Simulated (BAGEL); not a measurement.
# B3LYP/6-31G(d) (density fitting with qzvpp-jkfit, spherical functions) run of C2H5AlSi (SMILES [AlH2][C]#C[SiH3])

Aim: the energy change on altering one bond length of C2H5AlSi at B3LYP/6-31G* (density fitting with qzvpp-jkfit, spherical functions), from 2 runs. 

The results are computed with BAGEL 1.2.2.

## Step 1: The system as given

C2H5AlSi: 9 atoms, total charge 0, spin state singlet. As SMILES, `[AlH2][C]#C[SiH3]`. Geometry: a GFN2-xTB relaxation, a rough one for these elements and not checked as a minimum.

Bond lengths: Al1–C2 1.943 Å, C2–C3 1.223 Å, C3–Si4 1.854 Å, Al1–H5 1.552 Å, Al1–H6 1.552 Å, Si4–H7 1.465 Å, Si4–H8 1.465 Å, Si4–H9 1.465 Å. Some angles: Al1–C2–C3 179.8°, C2–C3–Si4 179.8°, C2–Al1–H5 122.9°, C2–Al1–H6 122.8°, C3–Si4–H7 108.0°, C3–Si4–H8 107.9°, C3–Si4–H9 108.2°, H5–Al1–H6 114.4°, H7–Si4–H8 110.9°, H7–Si4–H9 110.9°.

## Step 2: A single-point energy at B3LYP/6-31G(d) (density fitting with qzvpp-jkfit, spherical functions)

job.json reads:

```json
{ "bagel": [

{
  "title": "molecule",
  "basis": "6-31gs.json",
  "df_basis": "qzvpp-jkfit",
  "angstrom": true,
  "geometry": [
    { "atom": "Al", "xyz": [   -0.616830,    2.371580,   -1.277520 ] },
    { "atom": "C", "xyz": [   -0.186090,    0.704560,   -0.376640 ] },
    { "atom": "C", "xyz": [    0.087650,   -0.346640,    0.186330 ] },
    { "atom": "Si", "xyz": [    0.504000,   -1.936970,    1.043990 ] },
    { "atom": "H", "xyz": [   -0.791060,    2.477120,   -2.816330 ] },
    { "atom": "H", "xyz": [   -0.816890,    3.709690,   -0.517070 ] },
    { "atom": "H", "xyz": [   -0.185130,   -3.022820,    0.341490 ] },
    { "atom": "H", "xyz": [    1.957090,   -2.115900,    0.983090 ] },
    { "atom": "H", "xyz": [    0.047260,   -1.840610,    2.432660 ] }
  ]
},
{
  "title": "ks",
  "xc_func": "b3lyp"
},
{
  "title": "print",
  "file": "orbitals.molden",
  "orbitals": true
}

]}
```

The basis set 6-31G* is read from a file made from the Basis Set Exchange's data (not shown).

On the command line:

```console
$ BAGEL_NUM_THREADS=1 BAGEL job.json > job.out
```

What it wrote:

```text
* using 1 threads per process

  ===============================================================
  ===============================================================

  *** Geometry ***

  { "atom" : "Al", "xyz" : [     -1.165640,      4.481637,     -2.414163 ] },
  { "atom" : "C", "xyz" : [     -0.351659,      1.331425,     -0.711746 ] },
  { "atom" : "C", "xyz" : [      0.165634,     -0.655055,      0.352113 ] },
  { "atom" : "Si", "xyz" : [      0.952422,     -3.660343,      1.972855 ] },
  { "atom" : "H", "xyz" : [     -1.494887,      4.681078,     -5.322092 ] },
  { "atom" : "H", "xyz" : [     -1.543698,      7.010298,     -0.977121 ] },
  { "atom" : "H", "xyz" : [     -0.349845,     -5.712302,      0.645323 ] },
  { "atom" : "H", "xyz" : [      3.698364,     -3.998472,      1.857771 ] },
  { "atom" : "H", "xyz" : [      0.089308,     -3.478249,      4.597061 ] },

  Number of auxiliary basis functions:      496

  Since a DF basis is specified, we compute 2- and 3-index integrals:
    o Being stored without compression. Storage requirement is 0.022 GB

  Number of basis functions:       74
  Number of electrons      :       44

    * METHOD: MOLECULE                             0.26

  *** Kohn-Sham DFT ***

    * Removing 14256 points whose weight is below 1.00e-10
    * Grid points: 119898

  === Nuclear Repulsion ===
   148.5544864022

       - DIIS with orbital gradients will be used.

  === KS iteration (b3lyp / 6-31gs.json) ===
      0       -578.44937271          0.13016189           0.37
      1       -584.68336193          0.08300269           0.36
      2       -510.25613202          0.24493399           0.36
      3       -588.69556966          0.14324103           0.36
      4       -600.34477094          0.10225893           0.35
      5       -601.59521474          0.09519865           0.36
      6       -602.44216024          0.09159192           0.36
      7       -573.49604003          0.09905299           0.36
      8       -602.86828313          0.07705987           0.36
      9       -605.26868768          0.06894106           0.36
     10       -610.34297594          0.03960637           0.36
     11       -610.65712366          0.02782654           0.36
     12       -610.89348884          0.02110226           0.36
     13       -611.06174513          0.00576886           0.36
     14       -611.06481351          0.00557258           0.36
     15       -611.07849154          0.00037023           0.36
     16       -611.07856947          0.00003932           0.36
     17       -611.07856977          0.00003706           0.35
     18       -611.07857035          0.00000403           0.36
     19       -611.07857036          0.00000115           0.36
     20       -611.07857036          0.00000036           0.36
     21       -611.07857036          0.00000027           0.36
     22       -611.07857036          0.00000011           0.36
     23       -611.07857036          0.00000002           0.36
     24       -611.07857036          0.00000001           0.36
     25       -611.07857036          0.00000000           0.35
    * SCF iteration converged.

    * Permanent dipole moment:
           (   -0.070293,     0.255798,    -0.137364) a.u.

    * METHOD: KS                                   9.81

    * METHOD: PRINT                                0.01

  ===============================================================
```

Wall time 11 s (1 thread of Arm Neoverse V2, shared host); peak memory 0.43 GiB.

## Step 3: The distorted shape

calc.json reads:

```json
{ "bagel": [

{
  "title": "molecule",
  "basis": "6-31gs.json",
  "df_basis": "qzvpp-jkfit",
  "angstrom": true,
  "geometry": [
    { "atom": "Al", "xyz": [      -0.529710,       2.318807,      -0.508067 ] },
    { "atom": "C", "xyz": [      -0.098970,       0.651787,       0.392813 ] },
    { "atom": "C", "xyz": [       0.174770,      -0.399413,       0.955783 ] },
    { "atom": "Si", "xyz": [       0.591120,      -1.989743,       1.813443 ] },
    { "atom": "H", "xyz": [      -0.791060,       2.477120,      -2.816330 ] },
    { "atom": "H", "xyz": [      -0.729770,       3.656917,       0.252383 ] },
    { "atom": "H", "xyz": [      -0.098010,      -3.075593,       1.110943 ] },
    { "atom": "H", "xyz": [       2.044210,      -2.168673,       1.752543 ] },
    { "atom": "H", "xyz": [       0.134380,      -1.893383,       3.202113 ] }
  ]
},

{
  "title": "ks",
  "xc_func": "b3lyp"
},

{
  "title": "print",
  "file": "orbitals.molden",
  "orbitals": true
}

]}
```

The basis set 6-31G* is read from a file made from the Basis Set Exchange's data (not shown).

On the command line:

```console
$ BAGEL_NUM_THREADS=1 BAGEL calc.json > calc.out
```

What it wrote:

```text
* using 1 threads per process

  ===============================================================
  ===============================================================

  *** Geometry ***

  { "atom" : "Al", "xyz" : [     -1.001007,      4.381910,     -0.960107 ] },
  { "atom" : "C", "xyz" : [     -0.187026,      1.231699,      0.742309 ] },
  { "atom" : "C", "xyz" : [      0.330267,     -0.754781,      1.806168 ] },
  { "atom" : "Si", "xyz" : [      1.117055,     -3.760069,      3.426911 ] },
  { "atom" : "H", "xyz" : [     -1.494887,      4.681078,     -5.322092 ] },
  { "atom" : "H", "xyz" : [     -1.379065,      6.910572,      0.476935 ] },
  { "atom" : "H", "xyz" : [     -0.185212,     -5.812028,      2.099378 ] },
  { "atom" : "H", "xyz" : [      3.862997,     -4.098198,      3.311826 ] },
  { "atom" : "H", "xyz" : [      0.253941,     -3.577975,      6.051117 ] },

  Number of auxiliary basis functions:      496

  Since a DF basis is specified, we compute 2- and 3-index integrals:
    o Being stored without compression. Storage requirement is 0.022 GB

  Number of basis functions:       74
  Number of electrons      :       44

    * METHOD: MOLECULE                             0.25

  *** Kohn-Sham DFT ***

    * Removing 13802 points whose weight is below 1.00e-10
    * Grid points: 120352

  === Nuclear Repulsion ===
   146.6244367648

       - DIIS with orbital gradients will be used.

  === KS iteration (b3lyp / 6-31gs.json) ===
      0       -578.63898310          0.12947008           0.38
      1       -587.79950165          0.07493786           0.36
      2       -570.51181991          0.22366623           0.37
      3       -584.18411115          0.15412363           0.37
      4       -590.78898337          0.14261477           0.37
      5       -591.99417271          0.14082354           0.37
      6       -592.38223208          0.14043894           0.37
      7       -585.48002912          0.08172490           0.37
      8       -600.01338539          0.10679269           0.37
      9       -601.59942865          0.09548423           0.37
     10       -603.01185102          0.09003472           0.37
     11       -602.90896337          0.08885087           0.37
     12       -602.99980667          0.08824855           0.37
     13       -576.70777444          0.09508785           0.37
     14       -603.26848297          0.07423430           0.37
     15       -606.84405922          0.05909700           0.37
     16       -610.56938592          0.03176197           0.37
     17       -610.07597403          0.03823020           0.37
     18       -610.26914153          0.03004905           0.37
     19       -610.97146662          0.00851373           0.37
     20       -610.99389515          0.00825131           0.37
     21       -611.01773116          0.00240598           0.37
     22       -611.01983740          0.00033483           0.37
     23       -611.01991709          0.00008792           0.37
     24       -611.01992043          0.00005184           0.37
     25       -611.01992171          0.00001071           0.37
     26       -611.01992179          0.00000120           0.37
     27       -611.01992179          0.00000021           0.37
     28       -611.01992179          0.00000018           0.37
     29       -611.01992179          0.00000010           0.37
     30       -611.01992179          0.00000001           0.37
    * SCF iteration converged.

    * Permanent dipole moment:
           (   -0.157518,     0.370019,    -0.783477) a.u.

    * METHOD: KS                                  12.00

    * METHOD: PRINT                                0.01

  ===============================================================
```

Run time: 13 s. Hardware: 1 thread of Arm Neoverse V2, shared host; peak memory 0.43 GiB.

## Step 4: Outcome

At B3LYP/6-31G* (density fitting with qzvpp-jkfit, spherical functions):

| quantity | value |
| --- | --- |
| first shape: total energy | -611.07857 Eh |
| first shape: dipole moment | 0.76 D |
| first shape: HOMO energy | -7.45 eV |
| first shape: LUMO energy | -2.05 eV |
| first shape: HOMO–LUMO gap | 5.40 eV |
| distorted shape: total energy | -611.01992 Eh |
| distorted shape: dipole moment | 2.24 D |
| distorted shape: HOMO energy | -6.94 eV |
| distorted shape: LUMO energy | -2.33 eV |
| distorted shape: HOMO–LUMO gap | 4.61 eV |
| energy change with the Al1–H5 bond stretched from 1.552 to 2.328 Å | 1.596 eV |

**Reading.** With the Al1–H5 bond stretched from 1.552 to 2.328 Å the energy rises by 1.60 eV (37 kcal/mol). The first shape isn't relaxed at this level, so the change isn't measured from a minimum.
